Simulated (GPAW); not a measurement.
The system is ScAlN2.

```
Sc Al N
1.0
    -2.19948    2.19948    4.19862
     2.19948   -2.19948    4.19862
     2.19948    2.19948   -4.19862
Sc Al N
2 2 4
Direct
  0.00000 0.00000 0.00000
  0.75000 0.25000 0.50000
  0.50000 0.50000 0.00000
  0.25000 0.75000 0.50000
  0.73751 0.73751 0.00000
  0.01249 0.51249 0.50000
  0.26249 0.26249 0.00000
  0.48751 0.98751 0.50000
```

The cell comes from a database or a generator and needn't be the stable form of this composition.

Base run:

* Program: GPAW 26.7.0
* Functional: LDA
* Potentials or basis: the program's PAW data sets (release 1.2.1) made for this functional
* Cutoff: 800 eV
* Basis: pw
* k mesh: 6 × 6 × 6
* Occupations: fermi-dirac, width 0.05 eV
* Spin: no spin polarisation

Its results: band gap on the k mesh 0.86 eV, indirect (least direct gap 0.95 eV); pressure -12.2 GPa; largest force 0.167 eV/Å.

Question: The run is repeated on the same cell with these changes: functional from LDA to PBE; potentials or basis from the program's PAW data sets (release 1.2.1) made for this functional to GPAW PAW data sets (gpaw-data 1.2.1). What comes out?

Answer: Band gap on the k mesh 0.98 eV, indirect (least direct gap 1.07 eV); pressure -1.0 GPa; largest force 0.109 eV/Å.
